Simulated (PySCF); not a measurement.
# C5H7OSi+: excited states, first hyperpolarisability

Wanted: excited states, first hyperpolarisability for C5H7OSi+ (`[SiH3]c1cc[o+]cc1`).

Computed with PySCF 2.14.0 and routines of our own; the level stands in each step. Atoms count from 0.

### Step 1. The system as given

14 atoms, charge 1, multiplicity 1; geometry from: GFN2-xTB.

### Step 2. Relaxing the molecule at PBE0-D3(BJ)/def2-SVP

What the job is given:

```
{"job": {"xc": "PBE0", "basis": "def2-SVP", "d3": "d3bj", "grid": 2, "kind": "geom"}, "charge": 1, "multiplicity": 1}
Si     2.339004    -0.056252     0.104764
C      0.408350     0.004100     0.013821
C     -0.319232     1.191301     0.169883
C     -1.692042     1.165628     0.098799
O     -2.354474     0.054147    -0.113066
C     -1.715832    -1.082409    -0.259919
C     -0.344803    -1.158024    -0.204175
H      2.571790    -0.756179     1.364854
H      2.709453    -0.824210    -1.078956
H      2.758860     1.338730     0.089632
H      0.188158     2.126176     0.344185
H     -2.325093     2.038287     0.205997
H     -2.368158    -1.930719    -0.427786
H      0.143342    -2.111050    -0.330200
```

Started as:

```bash
$ OMP_NUM_THREADS=1 python excited_run.py task.json out
```

The driver reads the jobs from task.json and runs them one after another.

What it wrote:

```text
step   0  E = -558.45121850  max force = 0.017604
step   1  E = -558.45373964  max force = 0.002596
step   2  E = -558.45376639  max force = 0.001829
step   3  E = -558.45377469  max force = 0.000734
step   4  E = -558.45377667  max force = 0.000245
optimisation converged
```

Wall time 34 s (1 thread of Intel Xeon Platinum 8488C, shared host); peak memory 0.72 GiB.

Step by step:

```tsv
step	energy from step 0 (eV)	largest force component (eV/Å)
0	0.0000	0.9052
1	-0.0686	0.1335
2	-0.0693	0.0941
3	-0.0696	0.0377
4	-0.0696	0.0126
```

Close pairs (by a distance rule), those that changed most:

```tsv
bond	before (Å)	after (Å)	change (Å)
Si0–H7	1.460	1.488	+0.028
Si0–H8	1.459	1.487	+0.028
Si0–H9	1.457	1.484	+0.027
C6–H13	1.078	1.093	+0.015
C2–H10	1.078	1.092	+0.015
Si0–C1	1.934	1.923	-0.011
C5–H12	1.083	1.092	+0.009
C3–H11	1.083	1.092	+0.009
```

The next job starts from the end point, and lists it.

```tsv
at the end point	value
point group (found at 0.08 Å tolerance)	C1
rotational constants (GHz, main isotopes)	5.588, 1.445, 1.165
```

### Step 3. Excited states: TDA wB97X-D/def2-TZVP

What the job is given:

```
{"job": {"kind": "states", "xc": "wB97X-D", "basis": "def2-TZVP", "tda": true, "soc": true, "nstates": 6, "ntriplets": 5, "nquad": 4}, "charge": 1, "multiplicity": 1}
Si     2.622847    -0.187220     0.016077
C      0.703919    -0.129651    -0.091363
C     -0.014503     1.071221     0.065014
C     -1.387097     1.055546    -0.004060
O     -2.042290    -0.068955    -0.215415
C     -1.419740    -1.222480    -0.369753
C     -0.049804    -1.299209    -0.315601
H      2.924369    -0.890950     1.292429
H      3.077560    -0.968461    -1.164085
H      3.089677     1.221750     0.010795
H      0.487240     2.025932     0.239171
H     -2.048446     1.918540     0.100931
H     -2.106813    -2.054897    -0.536884
H      0.420993    -2.275973    -0.451712
```

Level: TDA wB97X-D/def2-TZVP excited states, vertical, gas phase, spin-orbit mean-field couplings.

What it wrote:

```text
coarse grid: 12480 points
cycle   1  E = -559.1204615887  dE =  1.551e+00  |g| = 4.919e-01  |ddm| = 3.003e+00
cycle   2  E = -559.1494155677  dE = -2.895e-02  |g| = 4.441e-01  |ddm| = 6.683e-01
cycle   3  E = -559.1825998040  dE = -3.318e-02  |g| = 7.678e-02  |ddm| = 2.336e-01
cycle   4  E = -559.1835155838  dE = -9.158e-04  |g| = 3.800e-02  |ddm| = 9.207e-02
cycle   5  E = -559.1837900226  dE = -2.744e-04  |g| = 1.019e-02  |ddm| = 3.514e-02
cycle   6  E = -559.1838144535  dE = -2.443e-05  |g| = 3.288e-03  |ddm| = 1.136e-02
cycle   7  E = -559.1838175590  dE = -3.105e-06  |g| = 1.005e-03  |ddm| = 3.354e-03
final grid: 116784 points
cycle   8  E = -559.1726811948  dE = -1.381e-04  |g| = 5.366e-03  |ddm| = 1.035e-01
cycle   9  E = -559.1726824979  dE = -1.303e-06  |g| = 4.539e-03  |ddm| = 1.100e-02
cycle  10  E = -559.1726858355  dE = -3.338e-06  |g| = 1.250e-03  |ddm| = 2.855e-03
cycle  11  E = -559.1726861201  dE = -2.846e-07  |g| = 3.758e-04  |ddm| = 1.029e-03
cycle  12  E = -559.1726861504  dE = -3.027e-08  |g| = 8.161e-05  |ddm| = 4.888e-04
cycle  13  E = -559.1726861525  dE = -2.086e-09  |g| = 2.241e-05  |ddm| = 1.278e-04
cycle  14  E = -559.1726861527  dE = -2.349e-10  |g| = 7.182e-06  |ddm| = 5.850e-05
converged SCF energy = -559.1726861527

Singlet excitations
state   eV       nm        f     d(h-e)  d(exc)  Lambda  PR(NTO)  |dmu|/D   mu/D   main configurations
  1   5.0610   245.0   0.00644   0.988   2.839   0.461   1.020    3.080    1.235   H-3->L 0.77, H-2->L 0.20
  2   5.5155   224.8   0.16658   0.312   2.515   0.689   1.270    0.906    2.750   H->L 0.87
  3   5.8711   211.2   0.20138   2.005   3.498   0.564   1.187    6.233    4.403   H-1->L 0.89
  4   6.0663   204.4   0.00496   2.938   3.864   0.385   1.008    9.746    7.921   H-2->L 0.76, H-3->L 0.20
  5   6.7588   183.4   0.00001   1.079   2.893   0.329   1.043                     H-3->L+1 0.74, H-2->L+1 0.21
  6   6.8636   180.6   0.02931   1.228   3.114   0.768   1.875                     H-4->L 0.61, H->L+1 0.30

Triplet excitations (Tamm-Dancoff)
state   eV     d(h-e)  d(exc)  Lambda  PR(NTO)   main configurations
  1   3.5863   0.138   2.447   0.708   1.019   H->L 0.96
  2   4.3783   0.556   2.633   0.622   1.013   H-1->L 0.56, H-4->L 0.41
  3   4.5088   0.999   2.781   0.458   1.021   H-3->L 0.74, H-2->L 0.21
  4   4.8368   0.137   2.323   0.873   1.074   H->L+1 0.94
  5   5.9474   2.796   3.792   0.390   1.012   H-2->L 0.72, H-3->L 0.21
S1 - T1 = 1.4747 eV

Spin-orbit couplings |<S|Hso|T>| (cm-1)
             T1       T2       T3       T4       T5
S0        0.082    0.571   10.950    0.023    5.547
S1        1.527   18.778    0.820    0.385   34.420
S2        0.021    0.391    2.443    0.103    2.282
S3        0.267    0.724   30.433    0.036   32.743
S4        0.724   14.013   35.592    0.709    1.180
S5        0.687    0.267    1.890    1.302    0.531
S6        0.197    0.307   14.942    0.045   25.133
T1 sublevels (cm-1): 0.000 0.000 0.000   radiative rates (1/s): 0.00451 0.00187 0.0809
```

It took 45 s on 1 thread of Intel Xeon Platinum 8488C, shared host; peak memory 0.99 GiB.

In short:

```tsv
quantity	value
S1 less T1	1.47 eV
```

### Step 4. Excited states: TDDFT CAM-B3LYP/aug-cc-pVDZ

The job, as its differences from that of step 3:

```diff
@@ -1,2 +1,2 @@
-{"job": {"kind": "states", "xc": "wB97X-D", "basis": "def2-TZVP", "tda": true, "soc": true, "nstates": 6, "ntriplets": 5, "nquad": 4}, "charge": 1, "multiplicity": 1}
+{"job": {"kind": "states", "xc": "CAM-B3LYP", "basis": "aug-cc-pVDZ", "tpa": true, "nstates": 8, "nquad": 6, "ntriplets": 0}, "charge": 1, "multiplicity": 1}
 Si     2.622847    -0.187220     0.016077
```

Method: TDDFT CAM-B3LYP/aug-cc-pVDZ excited states, vertical, gas phase, two-photon moments by quadratic response.

What it wrote:

```text
coarse grid: 12480 points
cycle   1  E = -558.9778942612  dE =  1.556e+00  |g| = 4.521e-01  |ddm| = 1.674e+01
cycle   2  E = -558.9956444343  dE = -1.775e-02  |g| = 4.453e-01  |ddm| = 3.072e+00
cycle   3  E = -559.0336200579  dE = -3.798e-02  |g| = 6.662e-02  |ddm| = 1.416e+00
cycle   4  E = -559.0343545048  dE = -7.344e-04  |g| = 3.319e-02  |ddm| = 3.445e-01
cycle   5  E = -559.0345713869  dE = -2.169e-04  |g| = 8.897e-03  |ddm| = 8.945e-02
cycle   6  E = -559.0345891108  dE = -1.772e-05  |g| = 3.312e-03  |ddm| = 3.882e-02
cycle   7  E = -559.0345919711  dE = -2.860e-06  |g| = 9.052e-04  |ddm| = 1.181e-02
final grid: 116784 points
cycle   8  E = -559.0529551975  dE = -1.867e-05  |g| = 2.577e-03  |ddm| = 2.335e-01
cycle   9  E = -559.0529557986  dE = -6.010e-07  |g| = 2.241e-03  |ddm| = 2.430e-02
cycle  10  E = -559.0529570128  dE = -1.214e-06  |g| = 4.034e-04  |ddm| = 8.870e-03
cycle  11  E = -559.0529570507  dE = -3.790e-08  |g| = 2.068e-04  |ddm| = 2.024e-03
cycle  12  E = -559.0529570607  dE = -1.007e-08  |g| = 5.157e-05  |ddm| = 6.303e-04
cycle  13  E = -559.0529570613  dE = -5.709e-10  |g| = 1.801e-05  |ddm| = 1.858e-04
converged SCF energy = -559.0529570613

Singlet excitations
state   eV       nm        f     d(h-e)  d(exc)  Lambda  PR(NTO)  |dmu|/D   mu/D   delta(TPA)   sigma/GM   main configurations
  1   5.0616   245.0   0.00487   1.028   2.867   0.472   1.025    3.230    1.538        3.82      0.036   H-3->L 0.83, H-2->L 0.14
  2   5.2125   237.9   0.12331   0.306   2.512   0.678   1.299    0.914    2.605       11.55      0.115   H->L 0.93
  3   5.7453   215.8   0.17860   1.798   3.419   0.570   1.230    5.487    3.806      341.40      4.129   H-1->L 0.89
  4   6.0733   204.1   0.00361   2.991   3.918   0.344   1.009    9.780    8.105       13.99      0.189   H-2->L 0.83, H-3->L 0.14
  5   6.7516   183.6   0.04955   1.341   3.215   0.755   1.928    4.125    2.445      408.66      6.824   H-4->L 0.56, H->L+1 0.34, H-1->L 0.08
  6   6.7752   183.0   0.00003   1.092   2.921   0.341   1.028    3.451    1.759        0.13      0.002   H-3->L+1 0.81, H-2->L+1 0.15
  7   6.9833   177.5   0.00010   0.439   2.682   0.433   1.019                                            H-5->L 0.97
  8   7.3187   169.4   0.00053   0.138   2.671   0.535   1.072                                            H-6->L 0.93
```

It took 46 s on 1 thread of Intel Xeon Platinum 8488C, shared host; peak memory 0.91 GiB.

### Step 5. First hyperpolarisability: quadratic response CAM-B3LYP/aug-cc-pVDZ

The job, as its differences from that of step 4:

```diff
@@ -1,2 +1,2 @@
-{"job": {"kind": "states", "xc": "CAM-B3LYP", "basis": "aug-cc-pVDZ", "tpa": true, "nstates": 8, "nquad": 6, "ntriplets": 0}, "charge": 1, "multiplicity": 1}
+{"job": {"kind": "beta", "xc": "CAM-B3LYP", "basis": "aug-cc-pVDZ"}, "charge": 1, "multiplicity": 1}
 Si     2.622847    -0.187220     0.016077
```

Level: quadratic response CAM-B3LYP/aug-cc-pVDZ first hyperpolarisability, Taylor convention, gas phase.

What it wrote:

```text
coarse grid: 12480 points
cycle   1  E = -558.9778942612  dE =  1.556e+00  |g| = 4.521e-01  |ddm| = 1.674e+01
cycle   2  E = -558.9956444343  dE = -1.775e-02  |g| = 4.453e-01  |ddm| = 3.072e+00
cycle   3  E = -559.0336200579  dE = -3.798e-02  |g| = 6.662e-02  |ddm| = 1.416e+00
cycle   4  E = -559.0343545048  dE = -7.344e-04  |g| = 3.319e-02  |ddm| = 3.445e-01
cycle   5  E = -559.0345713869  dE = -2.169e-04  |g| = 8.897e-03  |ddm| = 8.945e-02
cycle   6  E = -559.0345891108  dE = -1.772e-05  |g| = 3.312e-03  |ddm| = 3.882e-02
cycle   7  E = -559.0345919711  dE = -2.860e-06  |g| = 9.052e-04  |ddm| = 1.181e-02
final grid: 116784 points
cycle   8  E = -559.0529551975  dE = -1.867e-05  |g| = 2.577e-03  |ddm| = 2.335e-01
cycle   9  E = -559.0529557986  dE = -6.010e-07  |g| = 2.241e-03  |ddm| = 2.430e-02
cycle  10  E = -559.0529570128  dE = -1.214e-06  |g| = 4.034e-04  |ddm| = 8.870e-03
cycle  11  E = -559.0529570507  dE = -3.790e-08  |g| = 2.068e-04  |ddm| = 2.024e-03
cycle  12  E = -559.0529570607  dE = -1.007e-08  |g| = 5.157e-05  |ddm| = 6.303e-04
cycle  13  E = -559.0529570613  dE = -5.709e-10  |g| = 1.801e-05  |ddm| = 1.858e-04
converged SCF energy = -559.0529570613

Lowest singlets (eV, f): 5.0616 0.0049  5.2125 0.1233  5.7453 0.1786

First hyperpolarisability (au)
process     nm      |vector|   parallel      HRS      DR
static         -       92.75     -53.01      65.19   2.134
shg       1907.0      107.44     -61.84      72.25   2.213
eope      1907.0       97.42     -55.82          -       -
shg       1064.0      148.34     -86.32      91.97   2.389
eope      1064.0      108.56     -62.51          -       -
```

Run time: 34 s. Hardware: 1 thread of Intel Xeon Platinum 8488C, shared host; peak memory 0.93 GiB.

### Step 6. Results

| quantity | value |
| --- | --- |
| point group | C1 |
| rotational constants (main isotopes) | 5.59, 1.45, 1.16 GHz |
| S1 less T1 (step 3, TDA wB97X-D/def2-TZVP) | 1.47 eV |
| β vector (step 5, quadratic response CAM-B3LYP/aug-cc-pVDZ) | static 93, SHG 1907.0 nm 107, SHG 1064.0 nm 148 au |

The optimisation took 4 steps and gained 0.070 eV; among the close pairs (by a distance rule), Si0–H7 changed most, from 1.460 to 1.488 Å. No frequency check was run at this level, so the end point may be a saddle. In step 3, the number of triplets below S1 is 4, and the largest singlet-triplet spin-orbit coupling is S4–T3, 35.59 cm⁻¹. β grows from 93 au (static) to 148 au for doubling at 1064.0 nm: normal dispersion, which grows as twice the photon energy moves toward the bright states.
